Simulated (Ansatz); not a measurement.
# Phenacyltetrahydrothiophenium tetrafluoroborate (C12H15BF4OS): structure and electronic state

What does phenacyltetrahydrothiophenium tetrafluoroborate (C12H15BF4OS) look like as a singlet, and where do its frontier electrons sit?

The runs use Ansatz 0.2.0, Gaussian basis; RKS PBE0-D4/def2-TZVP.

Plan: relaxation at PBE-D4/def2-SVP; a single point at PBE0-D4/def2-TZVP.

### 1 Starting geometry

34 atoms, charge 0, spin multiplicity 1.

Atoms are counted from 1 here; the program's logs count them from 0.

Bond lengths: F1–B2 1.436 Å, B2–F3 1.375 Å, B2–F4 1.402 Å, B2–F5 1.349 Å, O6–C7 1.212 Å, C7–C8 1.518 Å, C7–C14 1.472 Å, C8–S9 1.841 Å, C8–H20 1.088 Å, C8–H21 1.088 Å, S9–C10 1.820 Å, S9–C13 1.825 Å, C10–C11 1.518 Å, C10–H22 1.086 Å, C10–H23 1.087 Å, C11–C12 1.523 Å, C11–H24 1.093 Å, C11–H25 1.089 Å and more. Angles: F1–B2–F3 106.8°, F1–B2–F4 105.1°, F1–B2–F5 110.2°, F3–B2–F4 108.5°, F3–B2–F5 113.6°, F4–B2–F5 112.1°, O6–C7–C8 118.7°, O6–C7–C14 123.2°, C8–C7–C14 118.1°, C7–C8–S9 105.8°, C7–C8–H20 111.1°, C7–C8–H21 111.6°, S9–C8–H20 106.7°, S9–C8–H21 111.2°, H20–C8–H21 110.3°, C8–S9–C10 96.7°, C8–S9–C13 100.7°, C10–S9–C13 93.5° and more.

As a file:

```mol
C12H15BF4OS
  3D, bonds by distance, orders not assigned

 34 34  0  0  0  0  0  0  0  0999 V2000
   -3.1528    2.0871   -0.4412 F   0  0
   -3.8382    1.9241    0.8103 B   0  0
   -4.9076    1.0933    0.5717 F   0  0
   -2.9290    1.2532    1.6400 F   0  0
   -4.1887    3.1265    1.3105 F   0  0
    1.2775    1.4909   -0.3856 O   0  0
    1.3499    0.4053    0.1484 C   0  0
    0.1440   -0.5148    0.0962 C   0  0
   -1.2967    0.5683   -0.2803 S   0  0
   -2.5169   -0.7660   -0.4892 C   0  0
   -2.4042   -1.2399   -1.9266 C   0  0
   -2.2012    0.0258   -2.7499 C   0  0
   -1.0822    0.8052   -2.0772 C   0  0
    2.5412   -0.0542    0.8802 C   0  0
    3.5205    0.8961    1.1802 C   0  0
    4.6458    0.5398    1.8959 C   0  0
    4.8124   -0.7718    2.3121 C   0  0
    3.8553   -1.7265    2.0019 C   0  0
    2.7223   -1.3756    1.2930 C   0  0
   -0.0486   -0.9641    1.0685 H   0  0
    0.2635   -1.2883   -0.6599 H   0  0
   -2.3313   -1.5286    0.2608 H   0  0
   -3.4876   -0.3162   -0.2974 H   0  0
   -1.5585   -1.9202   -2.0554 H   0  0
   -3.3104   -1.7663   -2.2227 H   0  0
   -3.1151    0.6185   -2.7253 H   0  0
   -1.9503   -0.1937   -3.7874 H   0  0
   -0.0912    0.4568   -2.3534 H   0  0
   -1.1520    1.8749   -2.2512 H   0  0
    3.3653    1.9117    0.8493 H   0  0
    5.3915    1.2828    2.1328 H   0  0
    5.6880   -1.0520    2.8781 H   0  0
    3.9931   -2.7488    2.3202 H   0  0
    1.9921   -2.1336    1.0528 H   0  0
  1  2  8  0
  2  3  8  0
  2  4  8  0
  2  5  8  0
  6  7  8  0
  7  8  8  0
  7 14  8  0
  8  9  8  0
  8 20  8  0
  8 21  8  0
  9 10  8  0
  9 13  8  0
 10 11  8  0
 10 22  8  0
 10 23  8  0
 11 12  8  0
 11 24  8  0
 11 25  8  0
 12 13  8  0
 12 26  8  0
 12 27  8  0
 13 28  8  0
 13 29  8  0
 14 15  8  0
 14 19  8  0
 15 16  8  0
 15 30  8  0
 16 17  8  0
 16 31  8  0
 17 18  8  0
 17 32  8  0
 18 19  8  0
 18 33  8  0
 19 34  8  0
M  END
```

The start is a GFN2-xTB geometry.

### 2 Optimising with PBE-D4/def2-SVP

Contents of in.yaml:

```yaml
crystal:
  periodic: [false, false, false]
  atoms:
    - {symbol: F, position_ang: [-3.152810, 2.087130, -0.441220]}
    - {symbol: B, position_ang: [-3.838220, 1.924110, 0.810320]}
    - {symbol: F, position_ang: [-4.907640, 1.093270, 0.571710]}
    - {symbol: F, position_ang: [-2.928960, 1.253220, 1.639980]}
    - {symbol: F, position_ang: [-4.188660, 3.126530, 1.310520]}
    - {symbol: O, position_ang: [1.277550, 1.490940, -0.385570]}
    - {symbol: C, position_ang: [1.349860, 0.405330, 0.148400]}
    - {symbol: C, position_ang: [0.144030, -0.514770, 0.096240]}
    - {symbol: S, position_ang: [-1.296710, 0.568340, -0.280290]}
    - {symbol: C, position_ang: [-2.516940, -0.765950, -0.489240]}
    - {symbol: C, position_ang: [-2.404150, -1.239860, -1.926640]}
    - {symbol: C, position_ang: [-2.201200, 0.025810, -2.749870]}
    - {symbol: C, position_ang: [-1.082170, 0.805240, -2.077220]}
    - {symbol: C, position_ang: [2.541250, -0.054230, 0.880200]}
    - {symbol: C, position_ang: [3.520540, 0.896050, 1.180210]}
    - {symbol: C, position_ang: [4.645780, 0.539820, 1.895940]}
    - {symbol: C, position_ang: [4.812430, -0.771780, 2.312090]}
    - {symbol: C, position_ang: [3.855300, -1.726520, 2.001850]}
    - {symbol: C, position_ang: [2.722330, -1.375620, 1.292970]}
    - {symbol: H, position_ang: [-0.048610, -0.964150, 1.068480]}
    - {symbol: H, position_ang: [0.263450, -1.288300, -0.659920]}
    - {symbol: H, position_ang: [-2.331310, -1.528630, 0.260770]}
    - {symbol: H, position_ang: [-3.487650, -0.316170, -0.297360]}
    - {symbol: H, position_ang: [-1.558500, -1.920240, -2.055440]}
    - {symbol: H, position_ang: [-3.310450, -1.766320, -2.222720]}
    - {symbol: H, position_ang: [-3.115050, 0.618520, -2.725320]}
    - {symbol: H, position_ang: [-1.950250, -0.193670, -3.787400]}
    - {symbol: H, position_ang: [-0.091190, 0.456760, -2.353410]}
    - {symbol: H, position_ang: [-1.152000, 1.874930, -2.251200]}
    - {symbol: H, position_ang: [3.365260, 1.911690, 0.849330]}
    - {symbol: H, position_ang: [5.391490, 1.282840, 2.132820]}
    - {symbol: H, position_ang: [5.688050, -1.051980, 2.878080]}
    - {symbol: H, position_ang: [3.993100, -2.748760, 2.320180]}
    - {symbol: H, position_ang: [1.992080, -2.133570, 1.052750]}
basis:
  gaussian: {orbitals: def2-SVP}
hamiltonian: {xc: pbe, dispersion: d4}
scf: {lower_state_search: "off"}
output: {orbitals: {seedname: orbitals}}
relax: {f_tol: 0.03, max_steps: 70}
```

Command:

```bash
$ ansatz run in.yaml --threads 2 --pin off --events-out ev --progress --plain --max-ram 31744MiB --backend cuda --devices 0, --max-vram 18GiB
```

Further steps of the session: Single point, PBE0-D4/def2-TZVP.

Q: Predict the results of all the runs planned. Wanted: point group; commonest bond, hydrogen aside; HOMO, LUMO at PBE0-D4/def2-TZVP; dipole at PBE-D4/def2-SVP.

**Answer**, as computed:

| quantity | value |
| --- | --- |
| point group | C1 |
| commonest bond, hydrogen aside | C–C, 11 of mean length 1.459 Å |
| HOMO, LUMO at PBE0-D4/def2-TZVP | -8.44, -2.92 eV |
| dipole at PBE-D4/def2-SVP | 15.87 D |

The molecule keeps its bonding pattern by the stored test; the atoms moved 0.77 Å (rms). No usable vibrations, so a minimum isn't proven. The HOMO lies nearest to C15, C18 about 27 % each; C14, C17 about 10 % each and the LUMO to C7 25 %; O6 19 %. The point group is read from a loosely relaxed geometry; soft torsions can leave it below the true symmetry.
